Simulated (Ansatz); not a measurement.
# Ti2CuSb3: biaxial strain in the a-b plane

Aim: apply biaxial strain in the a-b plane to Ti2CuSb3 from -6 to +4 %, where the length and tilt of c and the atoms relax, and follow energy, stress and any gap.

Method: DFT PBEsol, scalar-relativistic, plane waves, PAW, in Ansatz 0.2.0.

3 further runs of the same task are left out: 3 set aside as unsound or not needed.

### Step 1. The starting structure

Symmetry: P-4m2, No. 115, tetragonal system. The conventional cell has a = 3.749 Å, b = 3.749 Å, c = 8.171 Å, α = 90.00°, β = 90.00°, γ = 90.00°. Around Ti (site symmetry 2mm) lie 7 Sb at 2.81 to 2.96 Å and 2 Cu at 2.85 Å. Cu (site symmetry -4m2) is surrounded by 4 Sb at 2.65 Å and 4 Ti at 2.85 Å. Sb (site symmetry 2mm) has 5 Ti at 2.81 to 2.96 Å in its first shell of neighbours. Sb (site symmetry -4m2) is surrounded by 4 Cu at 2.65 Å and 4 Ti at 2.85 Å.

Coordinates:

```
CELL_PARAMETERS angstrom
3.74872 0.00000 0.00000
0.00000 3.74872 0.00000
0.00000 0.00000 8.17143
ATOMIC_POSITIONS crystal
Ti 0.00000 0.50000 0.73750
Ti 0.50000 0.00000 0.26250
Cu 0.00000 0.00000 0.00000
Sb 0.00000 0.50000 0.37514
Sb 0.50000 0.00000 0.62486
Sb 0.50000 0.50000 0.00000
```

It is the result of an earlier relaxation at this level (volume 19.14 Å³/atom; gap on the mesh: none (metal)).

The unstrained cell was computed beforehand with the same settings: E(σ→0) = -30762.9555 eV for 6 atoms, gap none (metal).

### Step 2. At -2.0 %

input.yaml reads:

```yaml
crystal:
  lattice:
    - [3.6737469547, 0.0, 0.0]
    - [0.0, 3.6737469547, 0.0]
    - [0.0, 0.0, 8.2694851734]
  atoms:
    - { symbol: Ti, position: [0.0, 0.5, 0.7375011784] }
    - { symbol: Ti, position: [0.5, 0.0, 0.2624988216] }
    - { symbol: Cu, position: [0.0, 0.0, 0.0] }
    - { symbol: Sb, position: [0.0, 0.5, 0.3751423657] }
    - { symbol: Sb, position: [0.5, 0.0, 0.6248576343] }
    - { symbol: Sb, position: [0.5, 0.5, 0.0] }
basis:
  ecutwfc: 420
kpoints:
  mp_grid: { grid: [10, 10, 6] }
hamiltonian:
  xc: pbesol
scf:
  occupations: { method: gaussian, width: 0.1 }
output:
  forces: true
  stress: true
  eigenvalues: true
relax:
  adjacent_minimum: "off"
  f_tol: 0.008
  max_steps: 40
  cell: { stress_tol: 0.015, fix: [a, b, gamma] }
```

Run with:

```sh
$ ansatz run input.yaml --threads 1 --pin off --max-ram 2560MiB --backend cpu --events-out ev --progress --plain --runs-dir out
```

The session goes on with these runs: the cell strained by +2.0 %; the cell strained by -4.0 %; the cell strained by +4.0 %; the cell strained by -6.0 %.

Before running it: what results should come out? Wanted: (1/V) d²E/dε² at zero strain, cubic fit; strain of the free axis c per applied strain.

As calculated:

```
                                    quantity                     value
                         largest energy cost  106.7 meV/atom at -6.0 %
     (1/V) d²E/dε² at zero strain, cubic fit                   411 GPa
strain of the free axis c per applied strain                     -0.75
```

**Reading.** The curvature of the energy, 411 GPa, is twice the biaxial modulus. The free axis c moves against the applied strain (factor -0.75). The runs treat Sb without spin-orbit coupling.
